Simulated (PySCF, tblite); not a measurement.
# C5H4F4S+ (doublet): geometry, infrared bands and EPR parameters

Wanted: the infrared bands and EPR parameters of C5H4F4S+ (doublet) (`F[C@@H]1C=C(C(F)(F)F)[S+]C1`), by calculation.

Programs: tblite 0.8.0 and PySCF 2.14.0, with density-fitted response routines of our own. Each step states its level of theory. These are calculated values for one molecule in the gas phase, unless marked as measured. Atoms count from 0, in the outputs and in this text.

**1. The molecule as given**

14 atoms, charge 1, multiplicity 2; geometry from: force field or distance geometry start.

Bonds of the start (Å): F0–C1 1.36, C1–C2 1.51, C2–C3 1.34, C3–C4 1.51, C4–F5 1.36, C4–F6 1.35, C4–F7 1.37, C3–S8 1.74, S8–C9 1.83, C9–C1 1.52, C1–H10 1.09, C2–H11 1.08, C9–H12 1.10, C9–H13 1.10.

**2. Optimising the geometry with GFN2-xTB**

Job settings and geometry (Å):

```
{"job": {"kind": "relax", "xc": "GFN2-xTB", "basis": "xTB"}, "charge": 1, "multiplicity": 2}
F     -2.298200    -0.735900     0.782000
C     -1.556600    -0.359900    -0.296900
C     -0.151400    -0.880200    -0.110900
C      0.777700     0.040300     0.186400
C      2.232700    -0.246300     0.456000
F      2.524100    -1.567400     0.317800
F      2.621400     0.121300     1.694000
F      3.043400     0.417700    -0.422700
S      0.131100     1.648100     0.314700
C     -1.501000     1.158100    -0.363600
H     -2.027000    -0.783400    -1.183400
H      0.045000    -1.939000    -0.200500
H     -2.312000     1.634500     0.202900
H     -1.529800     1.491700    -1.412800
```

On the command line:

```console
OMP_NUM_THREADS=1 python probes_run.py task.json out
```

One launch serves the whole session: the jobs run in the order shown.

**Question.** This job is followed by: GFN2-xTB harmonic vibrations, gas phase; UKS B3LYP, pcH-1 on C F H S, non-relativistic, mean-field spin-orbit, GIAO. What will the session give for the following? strongest single infrared mode (GFN2-xTB); zero-point energy (GFN2-xTB); g(iso) (B3LYP); ⟨S²⟩; largest a(iso) (averaged by class).

**Answer**, as computed:

```
                                 quantity                  value
strongest single infrared mode (GFN2-xTB)  1145 cm⁻¹, 235 km/mol
             zero-point energy (GFN2-xTB)          50.8 kcal/mol
                           g(iso) (B3LYP)                2.01033
                                     ⟨S²⟩     0.761 (exact 0.75)
       largest a(iso) (averaged by class)    1H on H10, 85.4 MHz
```

The optimisation took 61 steps and gained 0.184 eV; among the close pairs (by a distance rule), C4–F5 changed most, from 1.360 to 1.323 Å. No mode is imaginary among the 36: a minimum at this level. The strongest single mode, at 1145 cm⁻¹, moves mainly C4. GFN2-xTB is a fitted tight-binding method: band positions and strengths are rough. Its intensities can rank the bands wrongly. The largest share of the spin, 0.63 e, sits on S8. The isotropic g lies 8.0 ppt above the free-electron value.
